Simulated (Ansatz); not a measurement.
# CHClGa (sextet): the correlation ladder, cc-pVDZ

An exercise on one series of results from a longer session: the logs are not shown, and one member is left open.

Program: Ansatz 0.2.0, Gaussian basis. Level of theory: cc-pVDZ, core rule «outside noble gas», up to 20 orbitals frozen. These are calculated values, not measurements.

To be run: UHF; CCSD(T) on ROHF; CCSD(T) on UHF; BCCD(T) on ROHF; CISD; CCSDT(Q) on UHF; CASSCF and MRCISD+Q, 13 electrons in 11 orbitals; CASSCF and NEVPT2, 13 electrons in 11 orbitals.

31 further runs of the same task are left out: 3 for a known fault of the program, 15 that didn't finish, 13 set aside as unsound or not needed.

## The system

The geometry is a PBE0/def2-TZVP stationary point (not a proven minimum) of the parent state, kept for this charge and spin. No spin-orbit coupling is included. The filled d shell of Ga may be among the frozen orbitals whatever the setting's name suggests; the logs give the count.

4 atoms, charge 0, spin multiplicity 6.

Atoms are counted from 1 here; the program's logs count them from 0.

Bond lengths: C1–Ga2 1.935 Å, Ga2–Cl3 2.137 Å, Ga2–H4 1.551 Å. Angles: C1–Ga2–Cl3 115.5°, C1–Ga2–H4 123.6°, Cl3–Ga2–H4 120.9°.

Set-up of the first run:

The input, in.yaml:

```yaml
crystal:
  periodic: [false, false, false]
  atoms:
    - {symbol: C, position_ang: [0.000000, -1.191151, 1.729045]}
    - {symbol: Ga, position_ang: [0.000000, 0.296335, 0.491689]}
    - {symbol: Cl, position_ang: [0.000000, -0.229904, -1.579353]}
    - {symbol: H, position_ang: [0.000000, 1.781823, 0.936251]}
basis:
  gaussian: {orbitals: cc-pVDZ}
magnetization: {spin_polarized: true, initial_magnetization: 5}
hamiltonian: {xc: hf}
output: {orbitals: {seedname: orbitals}}
```

Run with:

```bash
$ ansatz run in.yaml --threads 1 --pin off --events-out ev --progress --plain --max-ram 2393MiB
```

Among the steps run: UHF; CCSD(T) on ROHF; CCSD(T) on UHF; BCCD(T) on ROHF; CISD; CCSDT(Q) on UHF; CASSCF and MRCISD+Q, 13 electrons in 11 orbitals; CASSCF and NEVPT2, 13 electrons in 11 orbitals.

One table of the session follows, with a row left open; its other results are not shown here.

| method | from UCCSDT(Q) (meV) |
| --- | --- |
| RMP2 | +1319.9 |
| UMP2 | +1416.5 |
| RCCSD | ? |
| UCCSD | +299.2 |
| RCCSD(T) | +69.0 |
| UCCSD(T) | +63.0 |
| BCCD(T) | +72.0 |
| UCCSDT | +22.2 |
| UCCSDT(Q) | 0 |
| CASSCF frontier | +6971.9 |
| NEVPT2 frontier | +1588.4 |
| MRCISD frontier | +829.3 |
| MRCISD+Q frontier | +198.9 |

**Question.** Estimate the row for RCCSD.

**Answer.** from UCCSDT(Q) (meV): +316.4. In the column «from UCCSDT(Q) (meV)» it lies between UCCSD (+299.2) and MRCISD frontier (+829.3).

Not comparable, so not listed: CISD (they don't share determinant, frozen orbitals or solution with the rows shown, or repeat one).

To keep in mind: The report flags that the cluster equations may have other roots. Left out of the table: ROHF, UHF (another determinant or state than the rows shown). The program flags RCCSD(T), UCCSD(T), BCCD(T), UCCSDT(Q) as in doubt, so the zero of the table is itself unsure. Warnings: coupled cluster took another determinant than the lowest. Restricted and unrestricted rows rest on different reference determinants; where their highest levels disagree by more than a few hundredths of an eV, they describe different states and don't form one ladder.
